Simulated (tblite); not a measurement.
# C7H14O2Si: the cost of one run

Programs: tblite 0.8.0 and PySCF 2.14.0, with density-fitted response routines of our own. Each step states its level of theory. These are calculated values for one molecule in the gas phase, unless marked as measured. Atoms are numbered from 0 throughout.

### Step 1. The starting structure

24 atoms, charge 0, multiplicity 1; geometry from: force field or distance geometry start.

Bonds of the start (Å): C0–Si1 1.85, Si1–C2 1.87, C2–C3 1.48, C3–O4 1.25, C3–O5 1.40, C2–C6 1.50, C6–C7 1.51, C7–C8 1.50, C7–C9 1.51, C9–C2 1.50, C0–H10 1.10, C0–H11 1.13, C0–H12 1.11, Si1–H13 1.47, Si1–H14 1.49, O5–H15 1.01, C6–H16 1.08, C6–H17 1.11, C7–H18 1.11, C8–H19 1.09, C8–H20 1.10, C8–H21 1.13, C9–H22 1.12, C9–H23 1.10.

### Step 2. Optimising the geometry with GFN2-xTB

Job settings and geometry (Å):

```
{"job": {"kind": "relax", "xc": "GFN2-xTB", "basis": "xTB"}, "charge": 0, "multiplicity": 1}
C     -3.332000    -0.177500    -0.385500
Si    -1.695700    -1.002500    -0.164000
C     -0.247900     0.178600    -0.145600
C     -0.604100     1.614900    -0.029500
O     -1.765300     2.073900    -0.146600
O      0.452000     2.483900     0.268100
C      0.741800     0.003200    -1.263000
C      1.609000    -0.841400    -0.364700
C      3.039000    -0.415100    -0.180100
C      0.783900    -0.356300     0.807200
H     -3.506400     0.604100     0.372400
H     -4.124700    -0.977100    -0.281800
H     -3.412300     0.224700    -1.418300
H     -1.504700    -2.112700    -1.109000
H     -1.733300    -1.602100     1.202700
H      0.337800     3.479600     0.393100
H      0.403200    -0.408000    -2.203800
H      1.262300     0.972400    -1.416400
H      1.478300    -1.916300    -0.606400
H      3.314500     0.433700    -0.813300
H      3.657300    -1.298600    -0.376100
H      3.152400    -0.140100     0.905000
H      0.437400    -1.243200     1.389100
H      1.245900     0.441600     1.407400
```

The run is started by

```sh
$ OMP_NUM_THREADS=1 python probes_run.py task.json out
```

One launch serves the whole session: the jobs run in the order shown.

**Question.** How long does this first job take on 1 thread of Arm Neoverse V1, shared host?

About 2.2 s.
